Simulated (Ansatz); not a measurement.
**C8H14ClNOZr: a ladder of functionals and wavefunction methods**

One table from this session's results is given with a row withheld; the runs are named, their logs left out.

Program: Ansatz 0.2.0, Gaussian basis. Level of theory: functionals in def2-TZVPP, the program's frozen cores in correlated methods. These are calculated values, not measurements.

The runs, in order: LDA (SPW92), PBE-D4, revPBE-D4, BLYP-D4, r2SCAN-D4, B97M-V, PBE0-D4, B3LYP-D4, r2SCANh-D4, r2SCAN0-D4, HSE06-D4, BHLYP-D4, CAM-B3LYP-D4, LC-ωPBE, ωB97X-V, ωB97M-V, B2PLYP, PBE-QIDH; CCSD(T)/def2-SVP; CCSD(T)/def2-TZVPP; MP2/def2-QZVPP; extrapolation to the limit; RPA on PBE.

## Structure used throughout

The geometry comes from an earlier relaxation with PBE0-D4 in a triple-zeta def2 set; it is a stationary point, not always the lowest conformer. Zr takes the def2 core potential; no spin-orbit term is included.

SMILES `C[O][Zr]1234([Cl])([N](C)C)[C@H]5[C@@H]1[C@@H]2[C@@H]3[C@H]54`, 26 atoms, charge 0, spin multiplicity 1.

Atoms are counted from 1 here; the program's logs count them from 0.

Bond lengths: C1–O2 1.388 Å, C1–H13 1.095 Å, C1–H14 1.097 Å, C1–H15 1.095 Å, O2–Zr3 1.913 Å, Zr3–Cl4 2.411 Å, Zr3–N5 2.031 Å, Zr3–C8 2.522 Å, Zr3–C9 2.517 Å, Zr3–C10 2.527 Å, Zr3–C11 2.559 Å, Zr3–C12 2.564 Å, N5–C6 1.441 Å, N5–C7 1.441 Å, C6–H16 1.099 Å, C6–H17 1.101 Å, C6–H18 1.092 Å, C7–H19 1.099 Å and more. Angles: O2–C1–H13 110.2°, O2–C1–H14 111.2°, O2–C1–H15 110.5°, H13–C1–H14 108.2°, H13–C1–H15 108.2°, H14–C1–H15 108.4°, C1–O2–Zr3 157.7°, O2–Zr3–Cl4 108.5°, O2–Zr3–N5 102.9°, O2–Zr3–C8 90.1°, O2–Zr3–C9 120.3°, O2–Zr3–C10 140.6°, O2–Zr3–C11 115.8°, O2–Zr3–C12 88.1°, Cl4–Zr3–N5 104.3°, Cl4–Zr3–C8 138.6°, Cl4–Zr3–C9 125.6°, Cl4–Zr3–C10 93.7° and more.

Geometry (Å):

```xyz
26
charge 0, multiplicity 1
C    -1.31867   -2.56419   -1.60580
O    -0.91464   -1.26384   -1.33560
Zr    0.22434    0.14444   -0.71919
Cl    0.96725    1.41649   -2.62787
N    -1.06677    1.38594    0.23824
C    -2.43829    1.10771    0.58018
C    -0.60627    2.63583    0.78667
C     1.19791   -1.40083    1.02046
C     1.46028   -0.08508    1.46130
C     2.37469    0.49714    0.55997
C     2.69220   -0.46567   -0.42671
C     1.97344   -1.63801   -0.13713
H    -2.36346   -2.70582   -1.30896
H    -0.70496   -3.29114   -1.05965
H    -1.23499   -2.77627   -2.67672
H    -3.10657    1.89849    0.21027
H    -2.58316    1.04271    1.66976
H    -2.76200    0.16361    0.13817
H    -1.20893    3.47693    0.41642
H     0.42934    2.83841    0.49584
H    -0.65673    2.64971    1.88684
H     0.52442   -2.10398    1.48948
H     1.02342    0.39408    2.32473
H     2.76669    1.50304    0.60706
H     3.34798   -0.31050   -1.26991
H     1.98350   -2.54922   -0.71785
```

The first run:

in.yaml

```yaml
crystal:
  periodic: [false, false, false]
  atoms:
    - {symbol: C, position_ang: [-1.318674, -2.564189, -1.605802]}
    - {symbol: O, position_ang: [-0.914636, -1.263842, -1.335599]}
    - {symbol: Zr, position_ang: [0.224336, 0.144442, -0.719187]}
    - {symbol: Cl, position_ang: [0.967248, 1.416490, -2.627868]}
    - {symbol: N, position_ang: [-1.066774, 1.385944, 0.238244]}
    - {symbol: C, position_ang: [-2.438290, 1.107710, 0.580180]}
    - {symbol: C, position_ang: [-0.606268, 2.635831, 0.786674]}
    - {symbol: C, position_ang: [1.197906, -1.400831, 1.020464]}
    - {symbol: C, position_ang: [1.460283, -0.085084, 1.461301]}
    - {symbol: C, position_ang: [2.374692, 0.497144, 0.559969]}
    - {symbol: C, position_ang: [2.692196, -0.465667, -0.426709]}
    - {symbol: C, position_ang: [1.973437, -1.638007, -0.137126]}
    - {symbol: H, position_ang: [-2.363455, -2.705819, -1.308964]}
    - {symbol: H, position_ang: [-0.704964, -3.291136, -1.059652]}
    - {symbol: H, position_ang: [-1.234994, -2.776273, -2.676725]}
    - {symbol: H, position_ang: [-3.106568, 1.898488, 0.210275]}
    - {symbol: H, position_ang: [-2.583158, 1.042709, 1.669759]}
    - {symbol: H, position_ang: [-2.761996, 0.163608, 0.138171]}
    - {symbol: H, position_ang: [-1.208932, 3.476931, 0.416419]}
    - {symbol: H, position_ang: [0.429336, 2.838414, 0.495840]}
    - {symbol: H, position_ang: [-0.656735, 2.649714, 1.886842]}
    - {symbol: H, position_ang: [0.524421, -2.103983, 1.489475]}
    - {symbol: H, position_ang: [1.023424, 0.394078, 2.324732]}
    - {symbol: H, position_ang: [2.766688, 1.503045, 0.607055]}
    - {symbol: H, position_ang: [3.347979, -0.310495, -1.269905]}
    - {symbol: H, position_ang: [1.983498, -2.549219, -0.717852]}
basis:
  gaussian: {orbitals: def2-TZVPP}
hamiltonian: {xc: lda}
output: {orbitals: {seedname: orbitals}}
```

Run with:

```sh
> ansatz run in.yaml --threads 11 --pin off --events-out ev --progress --plain --max-ram 110592MiB --backend cuda --devices 0, --max-vram 75GiB
```

Steps of the session up to this table: LDA; PBE-D4 (GGA); revPBE-D4 (GGA); BLYP-D4 (GGA); r2SCAN-D4 (meta-GGA); B97M-V (meta-GGA); PBE0-D4 (hybrid); B3LYP-D4 (hybrid); r2SCANh-D4 (hybrid); r2SCAN0-D4 (hybrid); HSE06-D4 (hybrid); BHLYP-D4 (hybrid); CAM-B3LYP-D4 (range-separated); LC-ωPBE (range-separated); ωB97X-V (range-separated); ωB97M-V (range-separated); B2PLYP (double hybrid); PBE-QIDH (double hybrid).

One of the session's tables, all rows but one given; the rest of the session is left out.

It belongs to the step «Orbital energies across the functionals». 

```
  functional  HOMO (eV)  gap (eV)
 LDA (SPW92)      -5.19      3.46
      PBE-D4      -5.04      3.56
   revPBE-D4      -4.98      3.60
     BLYP-D4      -4.92      3.57
   r2SCAN-D4          ?         ?
      B97M-V      -5.34      4.01
     PBE0-D4      -6.19      5.58
    B3LYP-D4      -6.00      5.18
  r2SCANh-D4      -5.68      4.68
  r2SCAN0-D4      -6.34      5.82
    HSE06-D4      -5.80      4.81
    BHLYP-D4      -7.26      7.65
CAM-B3LYP-D4      -7.48      7.94
     LC-ωPBE      -8.75     10.33
     ωB97X-V      -8.44      9.91
     ωB97M-V      -8.35      9.53
```

Estimate the missing values for r2SCAN-D4.

Worked estimate for «HOMO (eV)». Against the share of exact exchange, r2SCANh-D4 (0.1, -5.68), r2SCAN0-D4 (0.25, -6.34) give a slope of -4.40 per unit share; at 0 the line stands at -5.24.

**Answer.** HOMO (eV): -5.24; gap (eV): 3.92. In «HOMO (eV)» the line misses by 0.00.
